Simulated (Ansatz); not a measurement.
# GdO (P-6m2) in Ansatz: further runs

The runs below take GdO through band structure, with LDA+U.

All numbers are computed with Ansatz 0.2.0; they aren't measurements. Logs are shortened: lines on timing, memory, paths and dates and some standing lists are left out, and cuts for length are marked.

## 1. The structure

The structure is hexagonal, space group P-6m2 (No. 187). Conventional cell: a = 3.113 Å, b = 3.113 Å, c = 3.038 Å, α = 90.00°, β = 90.00°, γ = 120.00°. Around Gd (site symmetry -6m2) lie 6 O at 2.35 Å. O (site symmetry -6m2) has 6 Gd at 2.35 Å as nearest neighbours.

The cell comes from a database or a generator and needn't be the stable form of this composition.

## 2. Band structure, LDA+U, collinear spin, ferromagnetic start

File input.yaml:

```yaml
crystal:
  lattice:
    - [3.11329958, 0.0, 0.0]
    - [-1.55664979, 2.69619652, 0.0]
    - [0.0, 0.0, 3.03842614]
  atoms:
    - { symbol: Gd, position: [0.0, 0.0, 0.0], spin: 7.0 }
    - { symbol: O, position: [0.6666666667, 0.3333333333, 0.5] }
hamiltonian:
  xc: lda
  pseudopotentials: { kind: paw }
  hubbard: { sites: [{ species: Gd, l: f, u_eff: 2.0 }] }
magnetization:
  spin_polarized: true
kpoints:
  mp_grid: { grid: [10, 10, 9] }
  band_path:
    path:
      - [[0.0, 0.0, 0.0], [0.5, 0.0, 0.0], [0.3333333333, 0.3333333333, 0.0], [0.0, 0.0, 0.0], [0.0, 0.0, 0.5], [0.5, 0.0, 0.5], [0.3333333333, 0.3333333333, 0.5], [0.0, 0.0, 0.5]]
      - [[0.5, 0.0, 0.5], [0.5, 0.0, 0.0]]
      - [[0.3333333333, 0.3333333333, 0.0], [0.3333333333, 0.3333333333, 0.5]]
    npoints: 14
scf:
  occupations: { method: fermi_dirac, width: 0.05 }
  n_extra_bands: 6
output:
  forces: true
  stress: true
  eigenvalues: true
  fatbands: false
  write_density: true
  write_potential: true
  elf: true
  volumetric_format: npy
```

Potentials or basis: Ansatz PAW.

On the command line:

```console
$ ansatz run input.yaml --threads 2 --pin off --max-ram 5632MiB --backend cpu --events-out ev --progress --plain --runs-dir out
```

Log:

```text
Warning: the band count 18 (scf.n_extra_bands) hosts the net moment |M| = 7.0000 μB (N_el = 24) but caps the reachable moment at 2·n_bands − N_el = 12.0000 μB, below the 20 bands that the automatic rule leaves for it — a moment growing past the seed, or the majority channel's smearing tail, pins there with fewer empty majority states than that count leaves; raise or omit scf.n_extra_bands unless the cap is intended
Warning: RAYON_NUM_THREADS=2 ignored (pool sized by the plan → 2); use --threads N
Gd: projections on atomic orbitals take those of the free atom [Kr 4d10] 4f7 5s2 5p6 5d1 6s2, of charge +0.00 (hamiltonian.pseudopotentials.projection_atoms); the dataset's partial waves leave at most 2.5e-4 of an orbital's norm unspanned inside its sphere
O: projections on atomic orbitals take those of the free atom [He] 2s2 2p4, of charge +0.00 (hamiltonian.pseudopotentials.projection_atoms); the dataset's partial waves leave at most 1.9e-8 of an orbital's norm unspanned inside its sphere
scf.n_extra_bands = 6 over 12 filled bands (N_el = 24.0): the run solves 18 bands
Engine: ansatz 0.2.0, aarch64-unknown-linux-gnu
Pseudopotentials: kind: paw
Pseudopotential: Gd, paw, valence charge 18, recommended cutoff 420 eV (normal), Gd.paw.azcp
Pseudopotential: O, paw, valence charge 6, recommended cutoff 420 eV (normal), O.paw.azcp
Functional definition: SPW92
  exchange = slater_x
  correlation = pw_c
Crystal: 2 atoms, lattice volume = 25.505 Å³
Basis set: ecut = 420 eV, 515 PW (Γ)
Bands: 18, of which v1, the nominal top of the filled ones, is band 12 counted from 1 (11 counted from 0)
Symmetry: 12 space group operations
Space group: P-6m2 (ITA 187), of the structure as read, at distance tolerance 2.9e-5 Å
Magnetic group: BNS 187.209 (UNI 1439), of the structure as read, at distance tolerance 2.9e-5 Å
k-points: 70 of 900 (time reversal used)
Non-local potential: Gd, projectors of the file, l = 0: 3, l = 1: 2, l = 2: 2, l = 3: 3
Non-local potential: O, projectors of the file, l = 0: 2, l = 1: 2, l = 2: 1
PAW form: soft (Blöchl's): semilocal exchange-correlation on the pseudo side does not see the compensation charge
PAW frozen core: Gd, regenerated for the run's functional, and the local potential with it (the file was generated under x = pbe(κ = 0.804, μ = 0.2195149727645171), c = pbe(β = 0.06672455060314922))
PAW frozen core: O, regenerated for the run's functional, and the local potential with it (the file was generated under x = pbe(κ = 0.804, μ = 0.2195149727645171), c = pbe(β = 0.06672455060314922))
PAW one-centre angular grid: Gd, 590 points (default); XC on 64 Gauss nodes
PAW one-centre angular grid: O, 110 points (default); XC on 64 Gauss nodes
Initial density: superposition of atomic densities (chi_scale 0.1, normalization cell, long waves kept (reshape's long-wave potential 0.00 eV rms))
Starting moments: Σ|m| = 7 μB on 1 of 2 sites
Initial wavefunctions: pseudopotential atomic-orbital guess
Functional: x = slater, c = lda
SCF iter   1: F=—  HF=-9685.365675 eV  |F-HF|=—  |Δ(HF+E_count)|=         —  Δρ=7.10e-2 (↑7.10e-2 ↓6.36e-2)  dr2=3.70e0  dr2_m=1.41e-1  M=7.007 μB ∫|m|=7.035 μB  β_m=0.30  ethr=3.10e-3  ⟨swp⟩=5.8  Hψ=10737  notcnv=0
Mixer restart at iter 1: flushing history
preconditioner: auto → none  [metal: Δε(μ)=0.006 eV  Ē_g=12.768 eV  σ=0.050 eV  W_gap=0.03  n_scr=8 (ndim 8)  ℏωp=34.5 eV  f_vac=0.000  D(μ)=2.17/eV (n_scr^D=20)  sad-step TF]
SCF iter   2: F=—  HF=-9684.685208 eV  |F-HF|=—  |Δ(HF+E_count)|=   6.80e-1  Δρ=3.12e-2 (↑3.12e-2 ↓3.08e-2)  dr2=6.29e-1  dr2_m=7.46e-2  M=7.004 μB ∫|m|=7.037 μB  β_m=0.41  ethr=3.10e-3  ⟨swp⟩=3.0  Hψ=5848  notcnv=0
SCF iter   3: F=—  HF=-9684.607286 eV  |F-HF|=—  |Δ(HF+E_count)|=   7.79e-2  Δρ=1.57e-2 (↑1.04e-2 ↓1.57e-2)  dr2=5.28e-2  dr2_m=2.44e-2  M=7.019 μB ∫|m|=7.054 μB  β_m=0.65  ethr=2.62e-3  ⟨swp⟩=2.1  Hψ=4273  notcnv=0
SCF iter   4: F=—  HF=-9684.694118 eV  |F-HF|=—  |Δ(HF+E_count)|=   8.68e-2  Δρ=5.93e-3 (↑3.39e-3 ↓5.93e-3)  dr2=6.50e-3  dr2_m=3.30e-3  M=7.080 μB ∫|m|=7.117 μB  β_m=0.83  ethr=2.20e-4  ⟨swp⟩=3.0  Hψ=5310  notcnv=0
SCF iter   5: F=—  HF=-9684.728719 eV  |F-HF|=—  |Δ(HF+E_count)|=   3.46e-2  Δρ=2.69e-3 (↑2.69e-3 ↓2.17e-3)  dr2=7.78e-4  dr2_m=1.18e-3  M=7.164 μB ∫|m|=7.200 μB  β_m=0.91  ethr=2.71e-5  ⟨swp⟩=2.5  Hψ=5587  notcnv=0
SCF iter   6: F=—  HF=-9684.736582 eV  |F-HF|=—  |Δ(HF+E_count)|=   7.86e-3  Δρ=2.43e-3 (↑2.43e-3 ↓2.15e-3)  dr2=2.54e-3  dr2_m=4.19e-4  M=7.234 μB ∫|m|=7.269 μB  β_m=0.76  ethr=3.24e-6  ⟨swp⟩=2.1  Hψ=5366  notcnv=0
SCF iter   7: F=—  HF=-9684.736997 eV  |F-HF|=—  |Δ(HF+E_count)|=   4.15e-4  Δρ=1.06e-3 (↑9.42e-4 ↓1.06e-3)  dr2=1.27e-4  dr2_m=2.02e-4  M=7.260 μB ∫|m|=7.295 μB  β_m=0.88  ethr=3.24e-6  ⟨swp⟩=2.5  Hψ=5183  notcnv=0  defer=2
SCF iter   8: F=—  HF=-9684.737640 eV  |F-HF|=—  |Δ(HF+E_count)|=   6.43e-4  Δρ=4.28e-4 (↑4.28e-4 ↓3.74e-4)  dr2=5.46e-6  dr2_m=3.68e-5  M=7.286 μB ∫|m|=7.321 μB  β_m=0.94  ethr=5.28e-7  ⟨swp⟩=2.0  Hψ=4386  notcnv=0  defer=2
SCF iter   9: F=—  HF=-9684.737769 eV  |F-HF|=—  |Δ(HF+E_count)|=   1.29e-4  Δρ=4.75e-5 (↑4.67e-5 ↓4.75e-5)  dr2=1.08e-6  dr2_m=2.12e-7  M=7.300 μB ∫|m|=7.335 μB  β_m=0.90  ethr=2.28e-8  ⟨swp⟩=3.1  Hψ=4940  notcnv=0  defer=2
SCF iter  10: F=—  HF=-9684.737769 eV  |F-HF|=—  |Δ(HF+E_count)|=   2.73e-7  Δρ=1.94e-5 (↑1.12e-5 ↓1.94e-5)  dr2=1.11e-7  dr2_m=3.12e-8  M=7.301 μB ∫|m|=7.336 μB  β_m=0.87  ethr=4.51e-9  ⟨swp⟩=2.0  Hψ=4205  notcnv=0  defer=2
SCF iter  11: F=-9684.737769 eV  HF=-9684.737769 eV  |F-HF|=3.11e-8  |Δ(HF+E_count)|=   1.89e-8  Δρ=9.92e-6 (↑9.92e-6 ↓4.17e-6)  dr2=3.38e-8  dr2_m=4.03e-9  M=7.300 μB ∫|m|=7.336 μB  ethr=4.17e-10  ⟨swp⟩=7.2  Hψ=16858  notcnv=0
SCF 1 converged in 11 iterations: F = -9684.737769 eV  dr2 = 3.38e-8
NSCF: frozen V_eff on 129 k-points
SCF converged after 11 iterations
Magnetization: 7.3005 μB (15.6502 up, 8.3498 down)
Absolute magnetization: 7.3364 μB (∫|ρ↑−ρ↓|, with the PAW one-centre terms)
Spin contamination: 0.0096 ħ² per cell (⟨S²⟩ above its minimum at these occupations)
Per-site moments (μB) at R_I (Å): [(6.9067239404759535, 0.9708121060396998), (-0.002237530988408019, 0.9708121060396998)]
Free energy (F): -9684.737769 eV
Harris-Foulkes:  -9684.737769 eV  (|F-HF|=3.11e-8)
Internal energy: -9684.727790 eV  (E = F + TS)
E sigma→0 (E₀):  -9684.732779 eV
Entropy (-TS):   -0.009980 eV (-4.990 meV/atom)
Fermi energy:    19.733678 eV
--- Per-component energies (eV) ---
  E_band       = 139.663494
  E_kinetic    = 591.877279
  E_local      = -1762.754854  (includes V_loc(G=0)·N_el)
  E_nonlocal   = 342.719872
  E_hartree    = 736.236826
  E_xc         = -309.974002
  E_vxc        = -353.735035  (∫ρ·V_xc dr)
  E_hubbard    = 0.113094  (on-site DFT+U / exact-exchange correction)
  E_vhub       = -6.853225  (the Hubbard potential's part of the band-sum identity)
  E_paw        = -6391.797031  (= ΣΔE_a)
  E_vpaw       = -144.066115  (= ΣTr[D̂ρ^β])
  E_aug_tail   = 0.002485  (compensation charges beyond the density's cutoff)
  E_ewald      = -2892.527413
  E_core_change = 1.375955  (= ΣΔE_core)
  E_smearing   = -0.009980  (= −TS)
  E_closure    = 0.000000  (closes the sum)
  Σ components = -9684.737769   (vs F -9684.737769, Δ=0.00e0)
--- Forces (eV/Å), atoms counted from 1 ---
  atom   1  Gd     0.00000000    -0.00000000     0.00000000
  atom   2  O      0.00000000    -0.00000000     0.00000000
  max |Σ_I F_I| component: 1.57e-16 eV/Å
--- Stress (GPa, compression-positive) ---
       19.750804       0.000000      -0.000000
        0.000000      19.750804      -0.000000
       -0.000000      -0.000000      16.442871
  P = ⅓ Tr σ = 18.6482 GPa (186.482 kbar)
--- Band table (eV; the first three rows and the last of 140) ---
  k-point 0 ↑: bands = ["-25.7265", "-2.5251", "-2.3137", "-2.3137", "-0.5779", "13.5900", "13.5900", "13.6204", "13.7224", "14.0352", "14.0352", "14.2273", "14.6301", "14.6301", "15.8180", "16.9224", "20.5116", "23.1592"]
  k-point 1 ↑: bands = ["-25.7045", "-3.1395", "-2.2899", "-2.2899", "-0.0097", "13.4424", "13.5129", "13.5129", "13.7599", "14.0427", "14.0427", "14.2275", "14.7645", "14.7645", "15.1502", "17.7525", "21.0044", "22.7325"]
  k-point 2 ↑: bands = ["-25.6481", "-4.1340", "-2.2289", "-2.2289", "0.8830", "12.9042", "13.3579", "13.3579", "13.8077", "14.0888", "14.0888", "14.2281", "14.4236", "15.0299", "15.0299", "19.1583", "21.9291", "21.9291"]
  k-point 69 ↓: bands = ["-22.2500", "-1.9210", "-1.7220", "-1.1901", "0.0025", "11.8510", "14.0082", "15.3461", "20.6812", "20.7781", "20.9290", "20.9469", "21.0824", "21.1612", "21.1932", "22.5530", "24.6729", "25.9154"]
Occupation matrices written to <dir>
```

It took 11 s on 2 threads of Arm Neoverse V1, shared host; peak memory 0.41 GiB.

What came out:

| Quantity | Value |
| --- | --- |
| Free energy | -9684.7378 eV |
| Pressure | 18.6 GPa |
| Band gap on the k mesh | none (metal or under the smearing width) |
| Net moment | 7.30 μB per cell |
| Absolute moment | 7.34 μB per cell |
| Site moments | Gd +6.91; O -0.00 μB |

Stress tensor (GPa, compression positive):
```
19.75  0.00  0.00
 0.00 19.75  0.00
 0.00  0.00 16.44
```

Levels at the corners of the path, in eV from the Fermi level:
Spin up:
| point | band 12 | band 13 | band 14 | band 15 | band 16 | band 17 | band 18 |
| --- | --- | --- | --- | --- | --- | --- | --- |
| Γ | -5.51 | -5.10 | -5.10 | -3.92 | -2.81 | 0.78 | 3.43 |
| M | -5.58 | -5.47 | -5.07 | -4.06 | -2.30 | 3.45 | 5.30 |
| K | -5.53 | -5.47 | -4.90 | -4.70 | 0.49 | 2.04 | 2.83 |
| Γ | -5.51 | -5.10 | -5.10 | -3.92 | -2.81 | 0.78 | 3.43 |
| A | -5.50 | -5.50 | -4.38 | -4.38 | 1.39 | 1.39 | 1.68 |
| L | -5.56 | -5.50 | -5.45 | -5.32 | 0.59 | 2.88 | 6.65 |
| H | -5.59 | -5.59 | -5.57 | -4.52 | 1.42 | 4.12 | 5.16 |
| A | -5.50 | -5.50 | -4.38 | -4.38 | 1.39 | 1.39 | 1.68 |
| L | -5.56 | -5.50 | -5.45 | -5.32 | 0.59 | 2.88 | 6.65 |
| M | -5.58 | -5.47 | -5.07 | -4.06 | -2.30 | 3.45 | 5.30 |
| K | -5.53 | -5.47 | -4.90 | -4.70 | 0.49 | 2.04 | 2.83 |
| H | -5.59 | -5.59 | -5.57 | -4.52 | 1.42 | 4.12 | 5.16 |
Spin down:
```tsv
point	band 6	band 7	band 8	band 9	band 10	band 11
Γ	-5.44	-5.44	-4.50	-1.82	-0.01	1.27
M	-7.15	-6.06	-4.73	-1.39	1.05	1.05
K	-6.71	-6.17	-5.43	0.77	0.84	0.89
Γ	-5.44	-5.44	-4.50	-1.82	-0.01	1.27
A	-7.64	-5.42	-5.42	0.40	0.99	1.44
L	-6.47	-6.31	-6.01	1.03	1.10	1.11
H	-8.03	-5.65	-4.27	0.96	1.05	1.20
A	-7.64	-5.42	-5.42	0.40	0.99	1.44
L	-6.47	-6.31	-6.01	1.03	1.10	1.11
M	-7.15	-6.06	-4.73	-1.39	1.05	1.05
K	-6.71	-6.17	-5.43	0.77	0.84	0.89
H	-8.03	-5.65	-4.27	0.96	1.05	1.20
```

Eigenvalues of the final occupation matrices:
| site | spin | trace | eigenvalues |
| --- | --- | --- | --- |
| site 1 | 1 | 6.98 | 1.00 1.00 1.00 1.00 1.00 1.00 1.00 |
| site 1 | 2 | 0.10 | 0.01 0.01 0.01 0.01 0.01 0.02 0.02 |

Caveat: the magnetic or orbital state may not be the lowest; the pressure holds a Pulay correction of +0.7 GPa for the finite cutoff; spin-orbit coupling is left out, which moves the levels of the heavy elements; a cell with one magnetic atom can't hold antiferromagnetic order, which such compounds often take; the PAW data sets come from PBE, with cores solved anew for the run's functional, which leaves a small shift of forces and pressure.

## 3. Band structure, LDA+U, collinear spin, ferromagnetic start

Changes to input.yaml since step 2:

```diff
@@ -11,3 +11,3 @@
   pseudopotentials: { kind: paw }
-  hubbard: { sites: [{ species: Gd, l: f, u_eff: 2.0 }] }
+  hubbard: { sites: [{ species: Gd, l: f, u_eff: 3.0 }] }
 magnetization:
@@ -30,5 +30 @@
   fatbands: false
-  write_density: true
-  write_potential: true
-  elf: true
-  volumetric_format: npy
```

Potentials or basis: Ansatz PAW.

On the command line:

```console
$ ansatz run input.yaml --threads 2 --pin off --max-ram 5632MiB --backend cpu --events-out ev --progress --plain --runs-dir out
```

It took 10 s on 2 threads of Arm Neoverse V1, shared host; peak memory 0.4 GiB.

The run converged. Its results:

```
Free energy            : -9684.6891 eV
Pressure               : 19.4 GPa
Band gap on the k mesh : none (metal or under the smearing width)
Net moment             : 7.38 μB per cell
Absolute moment        : 7.42 μB per cell
Site moments           : Gd +6.95; O -0.00 μB
```

Stress tensor (GPa, compression positive):
```
20.37  0.00  0.00
 0.00 20.37  0.00
 0.00  0.00 17.51
```

Levels at the corners of the path, in eV from the Fermi level:
Spin up:
| point | band 14 | band 15 | band 16 | band 17 | band 18 |
| --- | --- | --- | --- | --- | --- |
| Γ | -5.34 | -4.07 | -2.88 | 0.71 | 3.36 |
| M | -5.42 | -4.23 | -2.37 | 3.40 | 5.23 |
| K | -5.28 | -4.96 | 0.42 | 1.97 | 2.76 |
| Γ | -5.34 | -4.07 | -2.88 | 0.71 | 3.36 |
| A | -4.62 | -4.62 | 1.32 | 1.32 | 1.61 |
| L | -5.95 | -5.71 | 0.53 | 2.82 | 6.59 |
| H | -6.11 | -4.56 | 1.33 | 4.06 | 5.11 |
| A | -4.62 | -4.62 | 1.32 | 1.32 | 1.61 |
| L | -5.95 | -5.71 | 0.53 | 2.82 | 6.59 |
| M | -5.42 | -4.23 | -2.37 | 3.40 | 5.23 |
| K | -5.28 | -4.96 | 0.42 | 1.97 | 2.76 |
| H | -6.11 | -4.56 | 1.33 | 4.06 | 5.11 |
Spin down:
| point | band 4 | band 5 | band 6 | band 7 | band 8 | band 9 | band 10 | band 11 | band 12 | band 13 |
| --- | --- | --- | --- | --- | --- | --- | --- | --- | --- | --- |
| Γ | -19.78 | -19.78 | -5.46 | -5.46 | -4.51 | -1.84 | 0.22 | 1.63 | 1.63 | 1.64 |
| M | -19.60 | -17.88 | -7.18 | -6.08 | -4.74 | -1.40 | 1.42 | 1.43 | 1.64 | 1.77 |
| K | -19.54 | -17.22 | -6.74 | -6.19 | -5.44 | 0.93 | 1.15 | 1.23 | 1.65 | 1.80 |
| Γ | -19.78 | -19.78 | -5.46 | -5.46 | -4.51 | -1.84 | 0.22 | 1.63 | 1.63 | 1.64 |
| A | -19.52 | -16.78 | -7.66 | -5.44 | -5.44 | 0.70 | 1.37 | 1.78 | 1.78 | 1.96 |
| L | -20.04 | -19.50 | -6.49 | -6.34 | -6.04 | 1.32 | 1.37 | 1.49 | 1.66 | 1.74 |
| H | -21.09 | -20.02 | -8.05 | -5.68 | -4.31 | 1.33 | 1.41 | 1.51 | 1.59 | 1.74 |
| A | -19.52 | -16.78 | -7.66 | -5.44 | -5.44 | 0.70 | 1.37 | 1.78 | 1.78 | 1.96 |
| L | -20.04 | -19.50 | -6.49 | -6.34 | -6.04 | 1.32 | 1.37 | 1.49 | 1.66 | 1.74 |
| M | -19.60 | -17.88 | -7.18 | -6.08 | -4.74 | -1.40 | 1.42 | 1.43 | 1.64 | 1.77 |
| K | -19.54 | -17.22 | -6.74 | -6.19 | -5.44 | 0.93 | 1.15 | 1.23 | 1.65 | 1.80 |
| H | -21.09 | -20.02 | -8.05 | -5.68 | -4.31 | 1.33 | 1.41 | 1.51 | 1.59 | 1.74 |

Eigenvalues of the final occupation matrices:
```csv
site,spin,trace,eigenvalues
site 1,1,6.99,1.00 1.00 1.00 1.00 1.00 1.00 1.00
site 1,2,0.07,0.01 0.01 0.01 0.01 0.01 0.01 0.01
```

Caveat: the magnetic or orbital state may not be the lowest; the pressure holds a Pulay correction of +0.7 GPa for the finite cutoff; spin-orbit coupling is left out, which moves the levels of the heavy elements; a cell with one magnetic atom can't hold antiferromagnetic order, which such compounds often take; the PAW data sets come from PBE, with cores solved anew for the run's functional, which leaves a small shift of forces and pressure.

[end of part 1 of 2]
